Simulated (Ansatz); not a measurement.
# C₂H₄FGeN: one species, many methods

An exercise on one series of results from a longer session: the logs are not shown, and one member is left open.

Method: functionals in def2-TZVPP, the program's frozen cores in correlated methods; program: Ansatz 0.2.0, Gaussian basis.

Plan: PBE-D4, r2SCAN-D4, PBE0-D4, B3LYP-D4, ωB97X-V, ωB97M-V, B2PLYP; CCSD(T)/def2-TZVPP; MP2/def2-QZVPP; extrapolation to the limit.

### Structure used throughout

An earlier PBE0-D4 in a triple-zeta def2 set relaxation fixed the geometry.

9 atoms, charge 0, spin multiplicity 1.

Atoms are counted from 1 here; the program's logs count them from 0.

Bond lengths: N1–C2 1.250 Å, N1–H6 1.020 Å, C2–C3 1.502 Å, C2–Ge4 1.943 Å, C3–Ge4 1.959 Å, C3–H7 1.089 Å, C3–H8 1.092 Å, Ge4–F5 1.738 Å, Ge4–H9 1.528 Å. Angles: C2–N1–H6 112.2°, N1–C2–C3 133.7°, N1–C2–Ge4 156.1°, C3–C2–Ge4 67.9°, C2–C3–Ge4 66.8°, C2–C3–H7 118.6°, C2–C3–H8 112.7°, Ge4–C3–H7 127.6°, Ge4–C3–H8 110.6°, H7–C3–H8 112.7°, C2–Ge4–C3 45.3°, C2–Ge4–F5 120.0°, C2–Ge4–H9 129.2°, C3–Ge4–F5 113.0°, C3–Ge4–H9 127.0°, F5–Ge4–H9 108.3°.

Set-up of the first run:

File in.yaml:

```yaml
crystal:
  periodic: [false, false, false]
  atoms:
    - {symbol: N, position_ang: [1.315837, 1.404444, -0.749472]}
    - {symbol: C, position_ang: [0.496901, 0.545529, -0.358003]}
    - {symbol: C, position_ang: [0.616977, -0.899063, 0.033979]}
    - {symbol: Ge, position_ang: [-1.107851, -0.108340, 0.520533]}
    - {symbol: F, position_ang: [-2.428582, -0.723806, -0.427465]}
    - {symbol: H, position_ang: [0.888317, 2.324214, -0.852985]}
    - {symbol: H, position_ang: [1.425798, -1.191898, 0.701259]}
    - {symbol: H, position_ang: [0.503886, -1.577015, -0.814474]}
    - {symbol: H, position_ang: [-1.622883, 0.179736, 1.929529]}
basis:
  gaussian: {orbitals: def2-TZVPP}
hamiltonian: {xc: pbe, dispersion: d4}
output: {forces: true, orbitals: {seedname: orbitals}}
```

Started as:

```sh
> ansatz run in.yaml --threads 4 --pin off --events-out ev --progress --plain --max-ram 10444MiB
```

Steps of the session up to this table: PBE-D4 (GGA); r2SCAN-D4 (meta-GGA); PBE0-D4 (hybrid); B3LYP-D4 (hybrid); ωB97X-V (range-separated); ωB97M-V (range-separated); B2PLYP (double hybrid); CCSD(T) in def2-TZVPP; MP2 in def2-QZVPP.

One table of the session follows, with a row left open; its other results are not shown here.

| method | atomisation energy (kJ/mol) |
| --- | --- |
| PBE-D4 | 3431.2 |
| r2SCAN-D4 | 3317.1 |
| PBE0-D4 | 3318.9 |
| B3LYP-D4 | ? |
| ωB97X-V | 3314.5 |
| ωB97M-V | 3299.7 |
| B2PLYP | 3267.4 |
| HF/def2-TZVPP | 2191.6 |
| MP2/def2-TZVPP | 3290.9 |
| CCSD/def2-TZVPP | 3131.4 |
| CCSD(T)/def2-TZVPP | 3207.4 |
| MP2/CBS | 3385.1 |
| CCSD(T)/CBS | 3301.7 |

Estimate the missing values for B3LYP-D4.

The run gave: atomisation energy (kJ/mol): 3296.5. In the column «atomisation energy (kJ/mol)» it lies between MP2/def2-TZVPP (3290.9) and ωB97M-V (3299.7).
